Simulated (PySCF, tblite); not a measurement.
# C₅H₇FOSi: geometry, infrared bands and NMR shifts

Wanted: the infrared bands and NMR shifts of C₅H₇FOSi (`F/C=C/C=C1/CO[SiH2]1`), by calculation.

The runs use tblite 0.8.0 and PySCF 2.14.0, with density-fitted response routines of our own; the level of theory stands in each step. All values are computed, except where a source is named. Atoms are numbered from 0 throughout.

## Step 1: The molecule as given

15 atoms, charge 0, multiplicity 1; geometry from: force field or distance geometry start.

Bonds of the start (Å): F0–C1 1.38, C1–C2 1.32, C2–C3 1.47, C3–C4 1.31, C4–C5 1.48, C5–O6 1.41, O6–Si7 1.74, Si7–C4 1.85, C1–H8 1.09, C2–H9 1.09, C3–H10 1.08, C5–H11 1.13, C5–H12 1.08, Si7–H13 1.46, Si7–H14 1.43.

## Step 2: Relaxing the molecule with GFN2-xTB

What the job is given:

```
{"job": {"kind": "relax", "xc": "GFN2-xTB", "basis": "xTB"}, "charge": 0, "multiplicity": 1}
F      3.930400     0.606100     0.522300
C      2.903200     0.028400    -0.187300
C      1.654100     0.231100     0.202300
C      0.620700    -0.422700    -0.615700
C     -0.625200    -0.252400    -0.266100
C     -2.010700    -0.607800    -0.645000
O     -2.179800    -0.917700     0.723500
Si    -1.562000     0.679600     1.033000
H      3.142300    -0.614100    -1.037700
H      1.404500     0.860000     1.054200
H      0.849300    -1.059000    -1.459900
H     -2.680400     0.283800    -0.807100
H     -2.169800    -1.431000    -1.331700
H     -2.415900     1.747700     0.523600
H     -0.865100     0.876000     2.269400
```

Launch:

```bash
$ OMP_NUM_THREADS=1 python probes_run.py task.json out
```

One launch serves the whole session: the jobs run in the order shown.

**Question.** This job is followed by: GFN2-xTB harmonic vibrations, gas phase; GIAO PBE0/pcSseg-1 NMR shielding, non-relativistic, gas phase. Predict these results of the whole session: strongest single infrared mode (GFN2-xTB); zero-point energy (GFN2-xTB); ¹³C shifts against TMS (PBE0/pcSseg-1); ¹H shifts against TMS (PBE0/pcSseg-1, means over atoms taken as alike); ¹⁹F shifts against CFCl3 (PBE0/pcSseg-1); ¹⁷O shifts against H2O (PBE0/pcSseg-1); ²⁹Si shifts against TMS (PBE0/pcSseg-1).

As calculated:

```
                                                              quantity                                 value
                             strongest single infrared mode (GFN2-xTB)                 2297 cm⁻¹, 459 km/mol
                                          zero-point energy (GFN2-xTB)                         64.8 kcal/mol
                                ¹³C shifts against TMS (PBE0/pcSseg-1)  164.6, 157.2, 135.3, 122.2, 82.2 ppm
¹H shifts against TMS (PBE0/pcSseg-1, means over atoms taken as alike)      7.12, 6.41, 6.00, 5.91, 5.51 ppm
                              ¹⁹F shifts against CFCl3 (PBE0/pcSseg-1)                            -118.3 ppm
                                ¹⁷O shifts against H2O (PBE0/pcSseg-1)                              17.7 ppm
                               ²⁹Si shifts against TMS (PBE0/pcSseg-1)                               5.6 ppm
```

In words: Over 88 steps the energy fell by 2.172 eV; of the close pairs, O6–Si7 changed most, 1.740 to 1.664 Å. No mode is imaginary among the 39: a minimum at this level. The strongest single mode, at 2297 cm⁻¹, moves mainly H14 and H13. GFN2-xTB is a fitted tight-binding method: band positions and strengths are rough. Its intensities can rank the bands wrongly. At PBE0/pcSseg-1: The largest span, 213 ppm, is at C3, where the paramagnetic term is -204 ppm.
